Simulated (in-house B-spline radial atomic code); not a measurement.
**Sb²⁺ in a hard spherical wall**

Aim: energy and levels of Sb²⁺ squeezed by an impenetrable sphere of shrinking radius. More than one configuration is followed.

Method: Dirac-Hartree-Fock, average of configuration, Fermi nucleus, basis-set limit. Code: in-house B-spline radial atomic code version 1.

**1. The atom as given**

```
element       : antimony (Z = 51)
charge        : +2
electrons     : 49
configuration : [Kr] 4d10 5s2 5p1
Hamiltonian   : Dirac-Coulomb
nucleus       : Fermi, rms radius 4.680 fm
```

Outer shells as boxes (Hund's rule):

[Kr] 4d10 5s2 5p1
```
[Kr] core
4d [↑↓][↑↓][↑↓][↑↓][↑↓]
5s [↑↓]
5p [↑ ][  ][  ]
```

The boxes draw the filling by Hund's rule, which heavy ions in jj coupling don't follow; these runs average over all states of the configuration.

Settings, as recorded:

```ini
Z = 51
electrons = 49.0
configuration = [Kr] 4d10 5s2 5p1
hamiltonian = dirac
method = hf
spin_polarised = False
nucleus = fermi
rms_radius = 4.6802
mass_number = 121
atomic_mass = 120.903811353
speed_of_light = 137.035999084
```

This reference run was done before. Its total energy is -6479.673264 hartree, and its levels are (the highest eight at most):

```
orbital  occupation  energy (eV)  <r> (bohr)
  4s1/2           2      -194.97      0.7930
  4p1/2           2      -148.08      0.8368
  4p3/2           4      -139.13      0.8636
  4d3/2           4      -63.327       1.012
  4d5/2           6      -61.982       1.025
  5s1/2           2      -32.860       2.139
  5p1/2    0.333333      -24.774       2.482
  5p3/2    0.666667      -23.959       2.556
```

**2. Wall at 4.71 bohr, configuration [Kr] 4d10 5s2 5p1**

Settings, as recorded:

```ini
Z = 51
electrons = 49.0
configuration = [Kr] 4d10 5s2 5p1
hamiltonian = dirac
method = hf
spin_polarised = False
nucleus = fermi
rms_radius = 4.6802
mass_number = 121
atomic_mass = 120.903811353
speed_of_light = 137.035999084
wall_radius = 4.71
```

**3. Wall at 2.8 bohr, configuration [Kr] 4d10 5s2 5p1**

Changes to the settings of step 2:

```diff
@@ -11,2 +11,2 @@
 speed_of_light = 137.035999084
-wall_radius = 4.71
+wall_radius = 2.8
```

**4. Wall at 4.71 bohr, configuration [Ar] 3d10 4s2 4p5 4d10 4f1 5s2 5p1**

Settings, as recorded:

```ini
Z = 51
electrons = 49.0
configuration = [Ar] 3d10 4s2 4p5 4d10 4f1 5s2 5p1
hamiltonian = dirac
method = hf
spin_polarised = False
nucleus = fermi
rms_radius = 4.6802
mass_number = 121
atomic_mass = 120.903811353
speed_of_light = 137.035999084
wall_radius = 4.71
```

**5. Wall at 2.8 bohr, configuration [Ar] 3d10 4s2 4p5 4d10 4f1 5s2 5p1**

Changes to the settings of step 4:

```diff
@@ -11,2 +11,2 @@
 speed_of_light = 137.035999084
-wall_radius = 4.71
+wall_radius = 2.8
```

**6. Wall at 4.71 bohr, configuration [Kr] 4d10 5s2 5f1**

Settings, as recorded:

```ini
Z = 51
electrons = 49.0
configuration = [Kr] 4d10 5s2 5f1
hamiltonian = dirac
method = hf
spin_polarised = False
nucleus = fermi
rms_radius = 4.6802
mass_number = 121
atomic_mass = 120.903811353
speed_of_light = 137.035999084
wall_radius = 4.71
```

**7. Wall at 2.8 bohr, configuration [Kr] 4d10 5s2 5f1**

Changes to the settings of step 6:

```diff
@@ -11,2 +11,2 @@
 speed_of_light = 137.035999084
-wall_radius = 4.71
+wall_radius = 2.8
```

Before running: What do the energy and the highest level do as the wall closes in, and which configuration is lower at each radius?

As calculated:

| configuration | radius (bohr) | energy above the free system (eV) | highest level (eV) |
| --- | --- | --- | --- |
| [Kr] 4d10 5s2 5p1 | 4.71 | 1.259 | -22.961 (5p3/2) |
| [Kr] 4d10 5s2 5p1 | 2.8 | 43.371 | -2.874 (5p3/2) |
| [Ar] 3d10 4s2 4p5 4d10 4f1 5s2 5p1 | 4.71 | 135.81 | -3.268 (4f5/2) |
| [Ar] 3d10 4s2 4p5 4d10 4f1 5s2 5p1 | 2.8 | 186.59 | 13.429 (4f5/2) |
| [Kr] 4d10 5s2 5f1 | 4.71 | 42.404 | 17.607 (5f7/2) |
| [Kr] 4d10 5s2 5f1 | 2.8 | 119.34 | 71.811 (5f7/2) |

**Reading.** For [Kr] 4d10 5s2 5p1 the energy above the free reference is 1.259 eV at 4.71 bohr and 43.371 eV at 2.8 bohr. Of [Kr] 4d10 5s2 5p1 and [Ar] 3d10 4s2 4p5 4d10 4f1 5s2 5p1, the first stays lower at every radius that both share. At 2.8 bohr the lowest of all 3 is [Kr] 4d10 5s2 5p1. A hard wall is a crude model of an atom's surroundings.
